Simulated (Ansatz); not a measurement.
# ZnO: the cost of one run

Computed with Ansatz 0.2.0 (DFT r2SCAN, scalar-relativistic, plane waves, PAW, unless a step's input says otherwise).

5 further runs of the same task are left out: 5 set aside as unsound or not needed.

### 1 The system as given

Symmetry: P6_3mc, No. 186, hexagonal system. Conventional cell: a = 3.107 Å, b = 3.107 Å, c = 4.978 Å, α = 90.00°, β = 90.00°, γ = 120.00°. Al (site symmetry 3m) is surrounded by 4 N at 1.89 to 1.90 Å. N (site symmetry 3m) has 4 Al at 1.89 to 1.90 Å in its first shell of neighbours.

Coordinates:

```xyz
4
Lattice="3.1067 0.0000 0.0000 -1.5533 2.6905 0.0000 0.0000 0.0000 4.9784" Properties=species:S:1:pos:R:3 pbc="T T T"
Al    0.0000    1.7936    0.0084
Al    1.5533    0.8968    2.4976
N     0.0000    1.7936    1.9083
N     1.5533    0.8968    4.3975
```

It is the result of an earlier relaxation at this level (volume 10.40 Å³/atom; gap on the mesh: 4.88 eV).

### 2 The film's bulk: ZnO

Relaxed beforehand at this level: -1947.4632 eV/atom, gap on the mesh 1.24 eV.

```
Zn O
1.0
    -1.61760   -2.80177    0.00000
     3.23520    0.00000    0.00000
     0.00000    0.00000    5.21142
Zn O
2 2
Direct
  0.33333 0.66667 0.00124
  0.66667 0.33333 0.50124
  0.33333 0.66667 0.38086
  0.66667 0.33333 0.88086
```

Bulk energy of AlN, the base, on matching settings, from an earlier run: -464.2426 eV/atom.

### 3 ZnO strained to the base's plane

The (001) plane of ZnO is fitted to the (001) plane of AlN, a strain of -4.0 % along x and -4.0 % along y; the third vector and the atoms relax.

input.yaml reads:

```yaml
crystal:
  lattice:
    - [3.1066653462, 0.0, 0.0]
    - [-1.5533326731, 2.6904511108, 0.0]
    - [0.0, 0.0, 5.4712156802]
  atoms:
    - { symbol: Zn, position: [0.3333333333, 0.6666666667, 0.0012360744] }
    - { symbol: Zn, position: [0.6666666667, 0.3333333333, 0.5012360744] }
    - { symbol: O, position: [0.3333333333, 0.6666666667, 0.3808639256] }
    - { symbol: O, position: [0.6666666667, 0.3333333333, 0.8808639256] }
basis:
  ecutwfc: 500
kpoints:
  mp_grid: { grid: [9, 9, 5] }
hamiltonian:
  xc: r2scan
scf:
  occupations: { method: gaussian, width: 0.02 }
output:
  forces: true
  stress: true
  eigenvalues: true
relax:
  adjacent_minimum: "off"
  f_tol: 0.01
  max_steps: 50
  cell: { fix: [a, b, gamma], stress_tol: 0.1 }
```

Launch:

```
> ansatz run input.yaml --threads 2 --pin off --max-ram 5120MiB --backend cpu --events-out ev --progress --plain --runs-dir out
```

**Question.** How long does this run take on 2 threads of Intel Xeon 6975P-C (Granite Rapids), shared host, and how much memory does it need?

About 13 s, with a peak of 0.53 GiB.
